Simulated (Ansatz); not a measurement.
# C6H5Cl3Sn: one species, many methods

How much do the methods differ for C6H5Cl3Sn? The plan is to run it at one geometry with functionals of several rungs and with coupled cluster, and see how far each lands from CCSD(T) at the basis-set limit for the atomisation energy.

The runs use Ansatz 0.2.0, Gaussian basis; functionals in def2-TZVPP, the program's frozen cores in correlated methods.

Plan: LDA (SPW92), PBE-D4, revPBE-D4, BLYP-D4, r2SCAN-D4, B97M-V, PBE0-D4, B3LYP-D4, r2SCANh-D4, r2SCAN0-D4, HSE06-D4, BHLYP-D4, CAM-B3LYP-D4, LC-ωPBE, ωB97X-V, ωB97M-V, B2PLYP, PBE-QIDH; CCSD(T)/def2-SVP; CCSD(T)/def2-TZVPP; MP2/def2-QZVPP; extrapolation to the limit; RPA on PBE.

### Step 1. The relaxed structure

All runs share one geometry, relaxed beforehand with PBE0-D4 in a triple-zeta def2 set. Sn takes the def2 core potential; no spin-orbit term is included.

SMILES `[Cl][Sn]([Cl])([Cl])[c]1ccccc1`, 15 atoms, charge 0, spin multiplicity 1.

Atoms are counted from 1 here; the program's logs count them from 0.

Bond lengths: Cl1–Sn2 2.310 Å, Sn2–Cl3 2.310 Å, Sn2–Cl4 2.309 Å, Sn2–C5 2.104 Å, C5–C6 1.390 Å, C5–C10 1.390 Å, C6–C7 1.387 Å, C6–H11 1.085 Å, C7–C8 1.387 Å, C7–H12 1.084 Å, C8–C9 1.387 Å, C8–H13 1.084 Å, C9–C10 1.387 Å, C9–H14 1.084 Å, C10–H15 1.085 Å. Angles: Cl1–Sn2–Cl3 108.7°, Cl1–Sn2–Cl4 105.9°, Cl1–Sn2–C5 111.0°, Cl3–Sn2–Cl4 105.9°, Cl3–Sn2–C5 111.0°, Cl4–Sn2–C5 114.1°, Sn2–C5–C6 119.7°, Sn2–C5–C10 119.7°, C6–C5–C10 120.6°, C5–C6–C7 119.5°, C5–C6–H11 120.8°, C7–C6–H11 119.7°, C6–C7–C8 120.1°, C6–C7–H12 119.7°, C8–C7–H12 120.2°, C7–C8–C9 120.3°, C7–C8–H13 119.9°, C9–C8–H13 119.9° and more.

### Step 2. LDA

This LDA is Slater exchange with PW92 correlation.

File in.yaml:

```yaml
crystal:
  periodic: [false, false, false]
  atoms:
    - {symbol: Cl, position_ang: [-1.061120, -3.521207, -1.596830]}
    - {symbol: Sn, position_ang: [0.195613, -1.617874, -1.960582]}
    - {symbol: Cl, position_ang: [2.393581, -2.236554, -2.307696]}
    - {symbol: Cl, position_ang: [-0.540527, -0.748590, -3.968994]}
    - {symbol: C, position_ang: [0.034180, -0.287521, -0.339048]}
    - {symbol: C, position_ang: [1.090563, 0.565532, -0.039865]}
    - {symbol: C, position_ang: [0.975938, 1.447789, 1.024068]}
    - {symbol: C, position_ang: [-0.185271, 1.474675, 1.782265]}
    - {symbol: C, position_ang: [-1.235591, 0.619396, 1.483445]}
    - {symbol: C, position_ang: [-1.129661, -0.266124, 0.421312]}
    - {symbol: H, position_ang: [2.005027, 0.542755, -0.622798]}
    - {symbol: H, position_ang: [1.797659, 2.113281, 1.261698]}
    - {symbol: H, position_ang: [-0.270997, 2.164643, 2.613776]}
    - {symbol: H, position_ang: [-2.140411, 0.638157, 2.079702]}
    - {symbol: H, position_ang: [-1.950783, -0.939059, 0.198848]}
basis:
  gaussian: {orbitals: def2-TZVPP}
hamiltonian: {xc: lda}
output: {orbitals: {seedname: orbitals}}
```

Started as:

```console
$ ansatz run in.yaml --threads 4 --pin off --events-out ev --progress --plain --max-ram 46080MiB --backend cuda --devices 0, --max-vram 37GiB
```

The runs that follow: PBE-D4 (GGA); revPBE-D4 (GGA); BLYP-D4 (GGA); r2SCAN-D4 (meta-GGA); B97M-V (meta-GGA); B3LYP-D4 (hybrid); r2SCANh-D4 (hybrid); r2SCAN0-D4 (hybrid); HSE06-D4 (hybrid); BHLYP-D4 (hybrid); CAM-B3LYP-D4 (range-separated); LC-ωPBE (range-separated); ωB97X-V (range-separated); ωB97M-V (range-separated); B2PLYP (double hybrid); PBE-QIDH (double hybrid); CCSD(T) in def2-SVP; CCSD(T) in def2-TZVPP; MP2 in def2-QZVPP; RPA on PBE orbitals.

Before running them: what should the planned runs give, taken together? Wanted: atomisation energy, CCSD(T)/CBS; farthest beyond LDA; mean size of error, GGA; mean size of error, meta-GGA; mean size of error, hybrid; mean size of error, range-separated; mean size of error, double hybrid; gap, smallest and largest; T1 diagnostic.

The runs gave:

```
                                quantity                                                                                                               value
         atomisation energy, CCSD(T)/CBS                                                                                                     1559.6 kcal/mol
functionals within 15.6 kcal/mol (1.0 %)  revPBE-D4, BLYP-D4, r2SCAN-D4, B3LYP-D4, r2SCANh-D4, r2SCAN0-D4, CAM-B3LYP-D4, LC-ωPBE, ωB97X-V, ωB97M-V, PBE-QIDH
                     farthest beyond LDA                                                                                             PBE-D4 (+56.0 kcal/mol)
                 mean size of error, GGA                                                                                                       24.7 kcal/mol
            mean size of error, meta-GGA                                                                                                       15.5 kcal/mol
              mean size of error, hybrid                                                                                                       21.0 kcal/mol
     mean size of error, range-separated                                                                                                        3.6 kcal/mol
       mean size of error, double hybrid                                                                                                       14.8 kcal/mol
               gap, smallest and largest                                                                               4.11 eV (BLYP-D4), 10.90 eV (LC-ωPBE)
                           T1 diagnostic                                                                                                              0.0111
 triples share of the correlation energy                                                                                                               4.7 %
```

What this shows: LDA overbinds by 247.0 kcal/mol (16 %). PBE-D4 misses by +56.0 kcal/mol. Double hybrids carry the basis error of their MP2 part in triple zeta, and no dispersion term here, so their miss is partly the set-up's. The rungs range-separated, double hybrid, meta-GGA miss on average by less than the doubt on the reference (15.6 kcal/mol), so they tie. The reference freezes the cores and leaves out spin-orbit coupling and excitations past (T), and its outer-core shells are covered unevenly, so misses under about 15.6 kcal/mol can't be ranked. All levels share the lack of spin-orbit coupling, which lowers the free heavy atoms and so the true binding. Hartree-Fock recovers 73 % of the binding; the rest is correlation. CCSD(T) in def2-SVP is off by -77.6 kcal/mol, more than most functionals: a good method in a small basis is no reference. The gap grows from 4.1 to 10.9 eV across the functionals, mostly with the share of exact exchange. The restricted reference is unstable towards a spin-broken one. Correlated methods include outer-core shells of Sn, which these sets cover unevenly.
